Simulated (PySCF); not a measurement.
# C6H9N2: the cost of one run

Programs: PySCF 2.14.0, with routines of our own; each step states its level. All values are computed. Atoms count from 0.

### Step 1. The starting structure

17 atoms, charge 1, multiplicity 1; geometry from: GFN2-xTB.

### Step 2. Relaxing the molecule at BHandHLYP/def2-SV(P)

What the job is given:

```
{"job": {"xc": "BHandHLYP", "basis": "def2-SV(P)", "grid": 1, "kind": "geom"}, "charge": 1, "multiplicity": 1}
C     -1.822071    -0.930918    -0.197882
N     -0.448288    -0.487878    -0.065779
C      0.550671    -1.400685    -0.052747
C      1.860393    -1.039799     0.069716
C      2.177144     0.321292     0.185023
C      1.167087     1.245256     0.169476
C     -0.175897     0.835467     0.041738
N     -1.166494     1.732424     0.026219
H     -2.405971    -0.635999     0.676046
H     -1.852848    -2.014860    -0.274888
H     -2.274460    -0.512810    -1.099035
H      0.255580    -2.434158    -0.145959
H      2.630284    -1.792193     0.076665
H      3.203855     0.635146     0.283473
H      1.374644     2.299685     0.254401
H     -2.135630     1.481382    -0.062808
H     -0.944998     2.710680     0.106431
```

Started as:

```sh
> OMP_NUM_THREADS=1 python excited_run.py task.json out
```

The driver reads the jobs from task.json and runs them one after another.

Q: Estimate the wall time and peak memory of this first job on 1 thread of Arm Neoverse V2, shared host.

About 29 s, with a peak of 0.61 GiB.
